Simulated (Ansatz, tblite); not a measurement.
# (F2Al-mu-PH2)3 (Al₃F₆H₆P₃): removing and adding an electron

Aim: the energy of removing and adding an electron for (F2Al-mu-PH2)3 (Al₃F₆H₆P₃), by energy differences, and how well orbital energies stand in for it.

Method: as each input shows; program: Ansatz 0.2.0, Gaussian basis.

Levels to be run: charge +1 doublet, at the geometry of the singlet (PBE0-D4/def2-TZVP, PBE-D4/def2-TZVP, CAM-B3LYP-D4/def2-TZVP); charge +1 doublet, relaxed (PBE0-D4/def2-TZVP, PBE-D4/def2-TZVP); charge -1 doublet, at the geometry of the singlet (PBE0-D4/def2-TZVP, PBE-D4/def2-TZVP, CAM-B3LYP-D4/def2-TZVP); the starting singlet's energies come from earlier runs.

**1. The geometry**

The geometry is that of the singlet, from an earlier relaxation (PBE-D4/def2-SVP).

18 atoms, charge 0, spin multiplicity 1.

Atoms are counted from 1 here; the program's logs count them from 0.

Bond lengths: Al1–F2 1.678 Å, Al1–F3 1.692 Å, Al1–P4 2.409 Å, Al1–P12 2.411 Å, P4–Al5 2.416 Å, P4–H13 1.428 Å, P4–H14 1.423 Å, Al5–F6 1.680 Å, Al5–F7 1.680 Å, Al5–P8 2.415 Å, P8–Al9 2.410 Å, P8–H15 1.427 Å, P8–H16 1.424 Å, Al9–F10 1.678 Å, Al9–F11 1.693 Å, Al9–P12 2.408 Å, P12–H17 1.426 Å, P12–H18 1.426 Å. Angles: F2–Al1–F3 121.7°, F2–Al1–P4 113.9°, F2–Al1–P12 114.5°, F3–Al1–P4 101.3°, F3–Al1–P12 99.3°, P4–Al1–P12 103.5°, Al1–P4–Al5 109.3°, Al1–P4–H13 108.0°, Al1–P4–H14 113.7°, Al5–P4–H13 109.8°, Al5–P4–H14 113.8°, H13–P4–H14 101.9°, P4–Al5–F6 105.5°, P4–Al5–F7 112.6°, P4–Al5–P8 99.4°, F6–Al5–F7 119.8°, F6–Al5–P8 112.4°, F7–Al5–P8 105.4° and more.

**2. Charge +1 doublet at the fixed geometry, PBE0-D4/def2-TZVP**

File in.yaml:

```yaml
crystal:
  periodic: [false, false, false]
  atoms:
    - {symbol: Al, position_ang: [2.154132, -0.182183, -0.007658]}
    - {symbol: F, position_ang: [3.717386, -0.521894, -0.515466]}
    - {symbol: F, position_ang: [1.849386, 0.822013, 1.319754]}
    - {symbol: P, position_ang: [0.778938, 0.841167, -1.700320]}
    - {symbol: Al, position_ang: [-0.932604, 2.176596, -0.640961]}
    - {symbol: F, position_ang: [-0.166007, 3.594804, -0.168337]}
    - {symbol: F, position_ang: [-2.345379, 2.252289, -1.547645]}
    - {symbol: P, position_ang: [-1.449492, 0.741967, 1.231698]}
    - {symbol: Al, position_ang: [-1.449602, -1.536810, 0.448684]}
    - {symbol: F, position_ang: [-2.523895, -2.548759, 1.248050]}
    - {symbol: F, position_ang: [-1.532665, -1.321176, -1.228874]}
    - {symbol: P, position_ang: [0.878041, -2.114031, 0.663341]}
    - {symbol: H, position_ang: [1.615719, 1.674844, -2.502684]}
    - {symbol: H, position_ang: [0.275467, -0.079758, -2.661508]}
    - {symbol: H, position_ang: [-2.721787, 1.066531, 1.790040]}
    - {symbol: H, position_ang: [-0.580996, 0.933151, 2.343544]}
    - {symbol: H, position_ang: [1.256294, -2.490958, 1.985753]}
    - {symbol: H, position_ang: [1.177052, -3.307793, -0.057413]}
basis:
  gaussian: {orbitals: def2-TZVP, fitting: {mean_field: def2-universal-jkfit}}
total_charge: 1
magnetization: {spin_polarized: true, initial_magnetization: 1}
hamiltonian: {xc: pbe0, dispersion: d4}
scf: {omitted_lower_state_checks: [starts]}
output: {orbitals: {seedname: orbitals}}
```

On the command line:

```bash
$ ansatz run in.yaml --threads 2 --pin off --events-out ev --progress --plain --max-ram 20480MiB --backend cuda --devices 0, --max-vram 18GiB
```

Output:

```text
Functional definition: PBE0
  name "PBE0"
  cite "Adamo & Barone, J. Chem. Phys. 110, 6158 (1999) doi:10.1063/1.478522"
  cite "Perdew, Burke & Ernzerhof, Phys. Rev. Lett. 77, 3865 (1996) doi:10.1103/PhysRevLett.77.3865"
  parent pbe
  parameter a = 0.25
  parameter kappa = 0.804
  parameter beta = 0.06672455060314922
  exchange = (1 - a)*pbe_x(kappa = kappa, mu = beta*pi^2/3) + a*exact_x
  correlation = pbe_c(beta = beta)
these checks for a lower state are left out or cut short: starts
1338 factors; integrals over basis functions are off by at most 1.6e0 eV
mean field evaluation 1: about -64016.8400 eV, gradient 8.1e1 eV
mean field evaluation 2: about -63941.2492 eV, gradient 1.7e2 eV
mean field evaluation 4: about -64035.4776 eV, gradient 9.9e0 eV
mean field evaluation 8: about -64035.8402 eV, gradient 4.2e-1 eV
mean field evaluation 16: about -64035.8418 eV, gradient 1.3e-3 eV
mean field -64035.84178751 eV, -2353.2737806385 hartree, gradient 4.5e-5 eV, S^2 0.757212; 0 other end points of the search recorded, 0 dependent functions left out
reference -64035.84183768 eV, -2353.2737824822 hartree; 72, 71 occupied and 372, 373 virtual orbitals, 1338 factors
Total energy: -64036.49206268 eV, -2353.2976778102 hartree
Checks for a lower state left out: starts
```

It took 3.7 s on 1 × H100 (card shared with other runs) with 2 threads of AMD EPYC 7R13, shared host; peak host memory 0.96 GiB.

Report: HOMO -13.40 eV, LUMO -11.66 eV (over both spins); ⟨S²⟩ 0.757 (pure: 0.75).

**3. Charge +1 doublet at the fixed geometry, PBE-D4/def2-TZVP**

start.molden holds the orbitals of an earlier run on this state, given as this run's starting guess.

in.yaml: that of step 2 with these lines changed.

```diff
@@ -22,6 +22,6 @@
 basis:
-  gaussian: {orbitals: def2-TZVP, fitting: {mean_field: def2-universal-jkfit}}
+  gaussian: {orbitals: def2-TZVP, fitting: {mean_field: def2-universal-jkfit}, initial_orbitals: start.molden}
 total_charge: 1
 magnetization: {spin_polarized: true, initial_magnetization: 1}
-hamiltonian: {xc: pbe0, dispersion: d4}
+hamiltonian: {xc: pbe, dispersion: d4}
 scf: {omitted_lower_state_checks: [starts]}
```

Launched as before.

Output:

```text
Functional definition: PBE
  name "PBE"
  cite "Perdew, Burke & Ernzerhof, Phys. Rev. Lett. 77, 3865 (1996) doi:10.1103/PhysRevLett.77.3865"
  parent pbe
  parameter kappa = 0.804
  parameter beta = 0.06672455060314922
  exchange = pbe_x(kappa = kappa, mu = beta*pi^2/3)
  correlation = pbe_c(beta = beta)
these checks for a lower state are left out or cut short: starts
1338 factors; integrals over basis functions are off by at most 1.6e0 eV
mean field evaluation 1: about -64031.6818 eV, gradient 1.4e1 eV
mean field evaluation 2: about -64032.0676 eV, gradient 4.9e-1 eV
mean field evaluation 4: about -64032.0812 eV, gradient 6.9e-2 eV
mean field -64032.08126953 eV, -2353.1355841517 hartree, gradient 5.3e-5 eV, S^2 0.752257; 0 other end points of the search recorded, 0 dependent functions left out
reference -64032.08133852 eV, -2353.1355866872 hartree; 72, 71 occupied and 372, 373 virtual orbitals, 1338 factors
Total energy: -64032.81712947 eV, -2353.1626265055 hartree
Checks for a lower state left out: starts
```

Run time: 3.1 s. Hardware: 1 × H100 (card shared with other runs) with 2 threads of AMD EPYC 7R13, shared host; peak host memory 0.93 GiB.

HOMO -12.12 eV, LUMO -11.72 eV (over both spins); ⟨S²⟩ 0.752 (pure: 0.75).

**4. Charge +1 doublet at the fixed geometry, CAM-B3LYP-D4/def2-TZVP**

in.yaml: that of step 3 with these lines changed.

```diff
@@ -25,3 +25,3 @@
 magnetization: {spin_polarized: true, initial_magnetization: 1}
-hamiltonian: {xc: pbe, dispersion: d4}
+hamiltonian: {xc: {name: CAM-B3LYP}, dispersion: d4}
 scf: {omitted_lower_state_checks: [starts]}
```

The command is unchanged.

Output, cut to the lines that bear on the results:

```text
Functional definition: CAM-B3LYP
  name "CAM-B3LYP"
  cite "Yanai, Tew & Handy, Chem. Phys. Lett. 393, 51 (2004) doi:10.1016/j.cplett.2004.06.011"
  cite "Iikura, Tsuneda, Yanai & Hirao, J. Chem. Phys. 115, 3540 (2001) doi:10.1063/1.1383587"
  cite "Becke, Phys. Rev. A 38, 3098 (1988) doi:10.1103/PhysRevA.38.3098"
  cite "Lee, Yang & Parr, Phys. Rev. B 37, 785 (1988) doi:10.1103/PhysRevB.37.785"
  cite "Vosko, Wilk & Nusair, Can. J. Phys. 58, 1200 (1980) doi:10.1139/p80-159"
[...]
  # Exact exchange under (alpha + beta erf(omega r))/r, Becke's under what is left of 1/r.
[...]
1338 factors; integrals over basis functions are off by at most 1.6e0 eV
1338 factors; integrals over basis functions are off by at most 7.0e-7 eV
[...]
mean field -64068.66302187 eV, -2354.4799387543 hartree, gradient 2.6e-5 eV, S^2 0.760791; 0 other end points of the search recorded, 0 dependent functions left out
reference -64068.66321433 eV, -2354.4799458268 hartree; 72, 71 occupied and 372, 373 virtual orbitals, 1338 factors
Total energy: -64069.35107036 eV, -2354.5052240697 hartree
Checks for a lower state left out: starts
```

It took 4 s on 1 × H100 (card shared with other runs) with 2 threads of AMD EPYC 7R13, shared host; peak host memory 0.93 GiB.

HOMO -14.46 eV, LUMO -11.02 eV (over both spins); ⟨S²⟩ 0.761 (pure: 0.75).

**5. Vertical ionisation energy**

Charged state less starting state, singlet to doublet; the starting state's energies are those of its earlier runs.

```
                 level  vertical ionisation energy (eV)   time
      PBE-D4/def2-TZVP                            +9.58  4.9 s
     PBE0-D4/def2-TZVP                           +10.14  5.7 s
CAM-B3LYP-D4/def2-TZVP                           +10.44  7.1 s
```

Times add the two runs; a level without a time comes out of a correlated run.

Beside −ε(HOMO) of the starting state:

```
                 level  −ε(HOMO) (eV)  by difference (eV)  mismatch (eV)
      PBE-D4/def2-TZVP           7.36                9.58          -2.22
     PBE0-D4/def2-TZVP           8.56               10.14          -1.58
CAM-B3LYP-D4/def2-TZVP           9.79               10.44          -0.65
```

**6. Relaxing the charge +1 doublet**

in.yaml: that of step 4 with these lines changed.

```diff
@@ -22,7 +22,8 @@
 basis:
-  gaussian: {orbitals: def2-TZVP, fitting: {mean_field: def2-universal-jkfit}, initial_orbitals: start.molden}
+  gaussian: {orbitals: def2-SVP}
 total_charge: 1
 magnetization: {spin_polarized: true, initial_magnetization: 1}
-hamiltonian: {xc: {name: CAM-B3LYP}, dispersion: d4}
-scf: {omitted_lower_state_checks: [starts]}
+hamiltonian: {xc: pbe, dispersion: d4}
+scf: {lower_state_search: "off"}
 output: {orbitals: {seedname: orbitals}}
+relax: {f_tol: 0.03, max_steps: 70}
```

Launched as before.

Output, cut to the lines that bear on the results:

```text
Functional definition: PBE
  name "PBE"
  cite "Perdew, Burke & Ernzerhof, Phys. Rev. Lett. 77, 3865 (1996) doi:10.1103/PhysRevLett.77.3865"
  parent pbe
[...]
2436 factors; their error is unknown
[...]
mean field -63994.74321454 eV, -2351.7634359394 hartree, gradient 5.4e-6 eV, S^2 0.751619; 0 other end points of the search recorded, 0 dependent functions left out
[...]
reference -63994.74328318 eV, -2351.7634384620 hartree; 72, 71 occupied and 150, 151 virtual orbitals, 2436 factors
relax step   1: F+E_penalty+E_count = -63995.47900548 eV  Δ(F+E_penalty+E_count) = +0.000e0 eV  max|allowed force component| = 7.949e-1 eV/Å  Δτ_max = 0.0000 Å  (26 SCF iters, accepted)
[...]
relax step   7: F+E_penalty+E_count = -63995.65552300 eV  Δ(F+E_penalty+E_count) = +1.718e-2 eV  max|allowed force component| = 7.715e-1 eV/Å  Δτ_max = 0.1960 Å  (31 SCF iters, rejected (line search))
[...]
Atom 10 at    -1.657947    -0.410517    -0.792036 Å, force     0.016520    -0.001684     0.026774 eV/Å
Atom 11 at     0.791687    -2.041738     0.478498 Å, force     0.012258    -0.023227     0.010408 eV/Å
Atom 12 at     1.698284     2.046178    -2.352280 Å, force    -0.008621    -0.019684     0.013733 eV/Å
Atom 13 at     1.162363     0.055013    -3.146805 Å, force     0.005726     0.010771     0.016596 eV/Å
Atom 14 at    -2.419274     1.427830     2.669930 Å, force     0.013217    -0.009326    -0.007304 eV/Å
Atom 15 at    -0.132493     1.491727     2.520420 Å, force    -0.005461    -0.004936    -0.001165 eV/Å
Atom 16 at     1.206504    -2.658607     1.698155 Å, force    -0.008169     0.008709    -0.021039 eV/Å
Atom 17 at     0.713961    -3.162934    -0.402493 Å, force     0.001361     0.018946     0.007926 eV/Å
Dipole moment:     0.151800    -0.207706     0.393860 e Å
Checks for a lower state left out: stability, starts, cluster_reference, orbital_swaps, neighbouring_geometries, increment
```

Run time: 43 s. Hardware: 1 × H100 (card shared with other runs) with 2 threads of AMD EPYC 7R13, shared host; peak host memory 0.88 GiB.

Relaxation path: (the energy doesn't fall at every step)

```
step  energy from step 1 (eV)  largest force component (eV/Å)
   1                   0.0000                          0.7949
   2                  -0.1250                          0.4743
   3                  -0.1540                          0.3296
   4                  -0.1760                          0.0886
   5                  -0.1861                          0.0868
   6                  -0.1937                          0.1747
   7                  -0.1765                          0.7715
   8                  -0.2090                          0.1057
   9                  -0.2195                          0.3417
  10                  -0.2302                          0.2309
  11                  -0.2423                          0.1481
  12                  -0.2570                          0.2172
  13                  -0.3090                          0.1931
  14                  -0.4253                          0.5714
  15                  -0.6537                          0.8248
  16                  -0.9127                          0.8188
  17                  -1.1949                          0.5527
  18                  -1.3455                          0.4960
  19                  -1.4081                          0.3473
  20                  -1.4417                          0.3151
  21                  -1.4593                          0.1985
  22                  -1.4703                          0.0838
  23                  -1.4748                          0.0666
  24                  -1.4775                          0.0579
  25                  -1.4784                          0.0268
```

Distances of close pairs at the start and the end, largest changes first:

```
   bond  before (Å)  after (Å)  change (Å)
Al5–F11       3.597      1.851      -1.746
 Al5–P8       2.415      3.840      +1.425
Al9–F11       1.693      1.804      +0.111
Al9–P12       2.408      2.372      -0.036
Al1–P12       2.411      2.442      +0.032
 P4–Al5       2.416      2.391      -0.025
 Al5–F6       1.680      1.702      +0.022
 Al5–F7       1.680      1.658      -0.022
```

Contacts that opened: Al5–P8 2.41 to 3.84 Å.

**7. Charge +1 doublet, PBE0-D4/def2-TZVP**

File in.yaml:

```yaml
crystal:
  periodic: [false, false, false]
  atoms:
    - {symbol: Al, position_ang: [2.216450, -0.131805, -0.056537]}
    - {symbol: F, position_ang: [3.816909, -0.502639, -0.324144]}
    - {symbol: F, position_ang: [1.621819, 0.789969, 1.235914]}
    - {symbol: P, position_ang: [1.064448, 0.830300, -1.952406]}
    - {symbol: Al, position_ang: [-1.224161, 1.275071, -1.422537]}
    - {symbol: F, position_ang: [-1.235917, 2.026207, 0.105005]}
    - {symbol: F, position_ang: [-2.253743, 1.666808, -2.662056]}
    - {symbol: P, position_ang: [-1.265613, 0.648995, 2.366056]}
    - {symbol: Al, position_ang: [-1.401565, -1.200946, 0.809627]}
    - {symbol: F, position_ang: [-2.701724, -2.148911, 1.227688]}
    - {symbol: F, position_ang: [-1.657947, -0.410517, -0.792036]}
    - {symbol: P, position_ang: [0.791687, -2.041738, 0.478498]}
    - {symbol: H, position_ang: [1.698284, 2.046178, -2.352280]}
    - {symbol: H, position_ang: [1.162363, 0.055013, -3.146805]}
    - {symbol: H, position_ang: [-2.419274, 1.427830, 2.669930]}
    - {symbol: H, position_ang: [-0.132493, 1.491727, 2.520420]}
    - {symbol: H, position_ang: [1.206504, -2.658607, 1.698155]}
    - {symbol: H, position_ang: [0.713961, -3.162934, -0.402493]}
basis:
  gaussian: {orbitals: def2-TZVP, fitting: {mean_field: def2-universal-jkfit}, initial_orbitals: start.molden}
total_charge: 1
magnetization: {spin_polarized: true, initial_magnetization: 1}
hamiltonian: {xc: pbe0, dispersion: d4}
scf: {omitted_lower_state_checks: [starts]}
output: {orbitals: {seedname: orbitals}}
```

The command is unchanged.

Output, cut to the lines that bear on the results:

```text
Functional definition: PBE0
  name "PBE0"
  cite "Adamo & Barone, J. Chem. Phys. 110, 6158 (1999) doi:10.1063/1.478522"
  cite "Perdew, Burke & Ernzerhof, Phys. Rev. Lett. 77, 3865 (1996) doi:10.1103/PhysRevLett.77.3865"
  parent pbe
[...]
1338 factors; integrals over basis functions are off by at most 1.6e0 eV
[...]
mean field -64037.69496201 eV, -2353.3418835451 hartree, gradient 2.4e-5 eV, S^2 0.756028; 0 other end points of the search recorded, 0 dependent functions left out
reference -64037.69501374 eV, -2353.3418854464 hartree; 72, 71 occupied and 372, 373 virtual orbitals, 1338 factors
Total energy: -64038.32851969 eV, -2353.3651663606 hartree
Checks for a lower state left out: starts
```

It took 5.5 s on 1 × H100 (card shared with other runs) with 2 threads of AMD EPYC 7R13, shared host; peak host memory 0.92 GiB.

HOMO -12.36 eV, LUMO -8.32 eV (over both spins); ⟨S²⟩ 0.756 (pure: 0.75).

**8. Charge +1 doublet, PBE-D4/def2-TZVP**

in.yaml: that of step 7 with these lines changed.

```diff
@@ -25,3 +25,3 @@
 magnetization: {spin_polarized: true, initial_magnetization: 1}
-hamiltonian: {xc: pbe0, dispersion: d4}
+hamiltonian: {xc: pbe, dispersion: d4}
 scf: {omitted_lower_state_checks: [starts]}
```

Launched as before.

Output:

```text
Functional definition: PBE
  name "PBE"
  cite "Perdew, Burke & Ernzerhof, Phys. Rev. Lett. 77, 3865 (1996) doi:10.1103/PhysRevLett.77.3865"
  parent pbe
  parameter kappa = 0.804
  parameter beta = 0.06672455060314922
  exchange = pbe_x(kappa = kappa, mu = beta*pi^2/3)
  correlation = pbe_c(beta = beta)
these checks for a lower state are left out or cut short: starts
1338 factors; integrals over basis functions are off by at most 1.6e0 eV
mean field evaluation 1: about -64033.0190 eV, gradient 1.4e1 eV
mean field evaluation 2: about -64033.3756 eV, gradient 4.7e-1 eV
mean field evaluation 4: about -64033.3840 eV, gradient 6.1e-2 eV
mean field evaluation 8: about -64033.3841 eV, gradient 9.9e-6 eV
mean field -64033.38406340 eV, -2353.1834609432 hartree, gradient 9.9e-6 eV, S^2 0.754464; 0 other end points of the search recorded, 0 dependent functions left out
reference -64033.38413403 eV, -2353.1834635389 hartree; 72, 71 occupied and 372, 373 virtual orbitals, 1338 factors
Total energy: -64034.10005419 eV, -2353.2097731197 hartree
Checks for a lower state left out: starts
```

It took 3.9 s on 1 × H100 (card shared with other runs) with 2 threads of AMD EPYC 7R13, shared host; peak host memory 0.91 GiB.

Report: HOMO -11.01 eV, LUMO -9.33 eV (over both spins); ⟨S²⟩ 0.754 (pure: 0.75).

**9. Adiabatic ionisation energy**

Charged state less starting state, singlet to doublet; the starting state's energies are those of its earlier runs.

```
            level  adiabatic ionisation energy (eV)   time
 PBE-D4/def2-TZVP                             +8.29  5.8 s
PBE0-D4/def2-TZVP                             +8.30  7.6 s
```

Times add the two runs; a level without a time comes out of a correlated run.

**10. Charge -1 doublet at the fixed geometry, PBE0-D4/def2-TZVP**

File in.yaml:

```yaml
crystal:
  periodic: [false, false, false]
  atoms:
    - {symbol: Al, position_ang: [2.154132, -0.182183, -0.007658]}
    - {symbol: F, position_ang: [3.717386, -0.521894, -0.515466]}
    - {symbol: F, position_ang: [1.849386, 0.822013, 1.319754]}
    - {symbol: P, position_ang: [0.778938, 0.841167, -1.700320]}
    - {symbol: Al, position_ang: [-0.932604, 2.176596, -0.640961]}
    - {symbol: F, position_ang: [-0.166007, 3.594804, -0.168337]}
    - {symbol: F, position_ang: [-2.345379, 2.252289, -1.547645]}
    - {symbol: P, position_ang: [-1.449492, 0.741967, 1.231698]}
    - {symbol: Al, position_ang: [-1.449602, -1.536810, 0.448684]}
    - {symbol: F, position_ang: [-2.523895, -2.548759, 1.248050]}
    - {symbol: F, position_ang: [-1.532665, -1.321176, -1.228874]}
    - {symbol: P, position_ang: [0.878041, -2.114031, 0.663341]}
    - {symbol: H, position_ang: [1.615719, 1.674844, -2.502684]}
    - {symbol: H, position_ang: [0.275467, -0.079758, -2.661508]}
    - {symbol: H, position_ang: [-2.721787, 1.066531, 1.790040]}
    - {symbol: H, position_ang: [-0.580996, 0.933151, 2.343544]}
    - {symbol: H, position_ang: [1.256294, -2.490958, 1.985753]}
    - {symbol: H, position_ang: [1.177052, -3.307793, -0.057413]}
basis:
  gaussian: {orbitals: def2-TZVP, fitting: {mean_field: def2-universal-jkfit}}
total_charge: -1
magnetization: {spin_polarized: true, initial_magnetization: 1}
hamiltonian: {xc: pbe0, dispersion: d4}
scf: {omitted_lower_state_checks: [starts]}
output: {orbitals: {seedname: orbitals}}
```

Launched as before.

Output, cut to the lines that bear on the results:

```text
Functional definition: PBE0
  name "PBE0"
  cite "Adamo & Barone, J. Chem. Phys. 110, 6158 (1999) doi:10.1063/1.478522"
  cite "Perdew, Burke & Ernzerhof, Phys. Rev. Lett. 77, 3865 (1996) doi:10.1103/PhysRevLett.77.3865"
  parent pbe
[...]
1338 factors; integrals over basis functions are off by at most 1.6e0 eV
[...]
mean field -64046.29248150 eV, -2353.6578365590 hartree, gradient 3.2e-6 eV, S^2 0.752701; 0 other end points of the search recorded, 0 dependent functions left out
reference -64046.29253929 eV, -2353.6578386825 hartree; 73, 72 occupied and 371, 372 virtual orbitals, 1338 factors
Total energy: -64047.00388198 eV, -2353.6839800443 hartree
Checks for a lower state left out: starts
```

It took 6.5 s on 1 × H100 (card shared with other runs) with 2 threads of AMD EPYC 7R13, shared host; peak host memory 0.99 GiB.

HOMO 1.08 eV, LUMO 2.40 eV (over both spins); ⟨S²⟩ 0.753 (pure: 0.75). Doubts: highest occupied level lies above zero.

(Part 1 of 2 ends here.)
